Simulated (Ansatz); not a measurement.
**F₂H₂Se₂Si: how energies converge with the basis set**

How large a basis does F₂H₂Se₂Si need? Two functionals are run in growing sets.

Program: Ansatz 0.2.0, Gaussian basis. Level of theory: one geometry, several basis sets. These are calculated values, not measurements.

Plan: PBE0-D4/def2-SVP; ωB97M-V/def2-SVP; PBE0-D4/def2-QZVPP; ωB97M-V/def2-QZVPP; the functionals' def2-TZVPP values are taken from earlier runs.

## 1. The relaxed structure

The geometry comes from an earlier relaxation with PBE0-D4 in a triple-zeta def2 set; it is a stationary point, not always the lowest conformer.

SMILES `F[Si](F)([SeH])[SeH]`, 7 atoms, charge 0, spin multiplicity 1.

Atoms are counted from 1 here; the program's logs count them from 0.

Bond lengths: F1–Si2 1.585 Å, Si2–F3 1.585 Å, Si2–Se4 2.249 Å, Si2–Se5 2.249 Å, Se4–H6 1.469 Å, Se5–H7 1.469 Å. Angles: F1–Si2–F3 106.6°, F1–Si2–Se4 113.0°, F1–Si2–Se5 104.1°, F3–Si2–Se4 104.1°, F3–Si2–Se5 113.0°, Se4–Si2–Se5 116.0°, Si2–Se4–H6 91.2°, Si2–Se5–H7 91.2°.

## 2. PBE0-D4 in def2-SVP

Contents of in.yaml:

```yaml
crystal:
  periodic: [false, false, false]
  atoms:
    - {symbol: F, position_ang: [1.266503, -0.660502, 1.466380]}
    - {symbol: Si, position_ang: [0.259416, -0.556723, 0.247272]}
    - {symbol: F, position_ang: [-0.020463, -2.039952, -0.235338]}
    - {symbol: Se, position_ang: [-1.766760, 0.214991, 0.843413]}
    - {symbol: Se, position_ang: [1.370392, 0.668701, -1.276025]}
    - {symbol: H, position_ang: [-1.227744, 1.566771, 1.042083]}
    - {symbol: H, position_ang: [0.179856, 0.738514, -2.133387]}
basis:
  gaussian: {orbitals: def2-SVP}
hamiltonian: {xc: pbe0, dispersion: d4}
output: {orbitals: {seedname: orbitals}}
```

Run with:

```console
ansatz run in.yaml --threads 4 --pin off --events-out ev --progress --plain --max-ram 10444MiB
```

The runs that follow: ωB97M-V in def2-SVP; PBE0-D4 in def2-QZVPP; ωB97M-V in def2-QZVPP.

**Question.** What will the summary of the whole plan be? Wanted: PBE0-D4: double and triple zeta above quadruple; ωB97M-V: double and triple zeta above quadruple.

**Answer**, as computed:

```
                                       quantity           value
PBE0-D4: double and triple zeta above quadruple  29.40, 3.33 eV
ωB97M-V: double and triple zeta above quadruple  29.31, 3.20 eV
```

In words: For PBE0-D4 the step from double to triple zeta gains 26.07 eV and the next only 3.33 eV. Total energies overstate the basis error of differences, where much of it tends to cancel.
